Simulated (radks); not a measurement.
# The first electron to leave Mo⁹⁺

Mo⁹⁺ stands in [Ar] 3d10 4s2 4p(1/2: 2, 3/2: 1). From which sub-shell is an electron easiest to take? Each removal is a run of its own. The parent's configuration is the lowest that an earlier search found at this level.

Method: Dirac Kohn-Sham, PBE, spin-unpolarised, spherical densities, finite nucleus. Code: radks (a radial shooting solver on a logarithmic mesh, Libxc functionals) version 1.

4 further runs of the same task are left out: 4 set aside as unsound or not needed.

### 1 The system

```
element            : molybdenum (Z = 42)
charge             : +9
electrons          : 33
configuration      : [Ar] 3d10 4s2 4p(1/2: 2, 3/2: 1)
nuclear rms radius : 4.4091 fm
```

A shell typed twice in an input gives the lower j, then the higher j.

### 2 The parent, Mo⁹⁺

From an earlier run at this level the parent has E = -4025.422369 hartree and these outer levels (eV):

| level | occupation | energy (eV) |
| --- | --- | --- |
| 3s1/2 | 2 | -633.59 |
| 3p1/2 | 2 | -548.44 |
| 3p3/2 | 4 | -530.73 |
| 3d3/2 | 4 | -380.40 |
| 3d5/2 | 6 | -377.02 |
| 4s1/2 | 2 | -205.00 |
| 4p1/2 | 2 | -177.99 |
| 4p3/2 | 1 | -174.60 |

### 3 Remove 4p3/2: [Ar] 3d10 4s2 4p(1/2: 2, 3/2: 0)

The run's settings:

```text
Z 42
configuration [Ar] 3d10 4s2 4p2 4p0
relativity Dirac
functional pbe,pbe
spin unpolarised
j_filling energy
nucleus finite rms 4.4091 fm
c 137.035999084
```

### 4 Remove 4p1/2: [Ar] 3d10 4s2 4p(1/2: 1, 3/2: 1)

Changes since step 3:

```diff
@@ -1,3 +1,3 @@
 Z 42
-configuration [Ar] 3d10 4s2 4p2 4p0
+configuration [Ar] 3d10 4s2 4p1 4p1
 relativity Dirac
```

### 5 Remove 4s1/2: [Ar] 3d10 4s1 4p(1/2: 2, 3/2: 1)

Changes since step 4:

```diff
@@ -1,3 +1,3 @@
 Z 42
-configuration [Ar] 3d10 4s2 4p1 4p1
+configuration [Ar] 3d10 4s1 4p2 4p1
 relativity Dirac
```

### 6 Remove 3d5/2: [Ar] 3d(3/2: 4, 5/2: 5) 4s2 4p(1/2: 2, 3/2: 1)

Changes since step 5:

```diff
@@ -1,3 +1,3 @@
 Z 42
-configuration [Ar] 3d10 4s1 4p2 4p1
+configuration [Ar] 3d4 3d5 4s2 4p2 4p1
 relativity Dirac
```

**Question.** What will these runs give? Wanted: for each run, case; final configuration; Δ-SCF; −ε of the level emptied.

As calculated:

| case | final configuration | Δ-SCF (eV) | −ε of the level emptied (eV) |
| --- | --- | --- | --- |
| remove 4p3/2 | [Ar] 3d10 4s2 4p(1/2: 2, 3/2: 0) | 184.79 | 174.60 |
| remove 4p1/2 | [Ar] 3d10 4s2 4p(1/2: 1, 3/2: 1) | 188.36 | 177.99 |
| remove 4s1/2 | [Ar] 3d10 4s1 4p(1/2: 2, 3/2: 1) | 215.85 | 205.00 |
| remove 3d5/2 | [Ar] 3d(3/2: 4, 5/2: 5) 4s2 4p(1/2: 2, 3/2: 1) | 400.31 | 377.02 |

The 4p3/2 electron leaves first, at 184.79 eV; the next cheapest, 4p1/2, costs 188.36 eV. 4p3/2 is also the highest occupied level of the parent. NIST lists 186 eV (semi-empirical), between the same two configurations. Spin polarisation and multiplet splitting are left out, so open shells lie too high by an amount that depends on their filling.
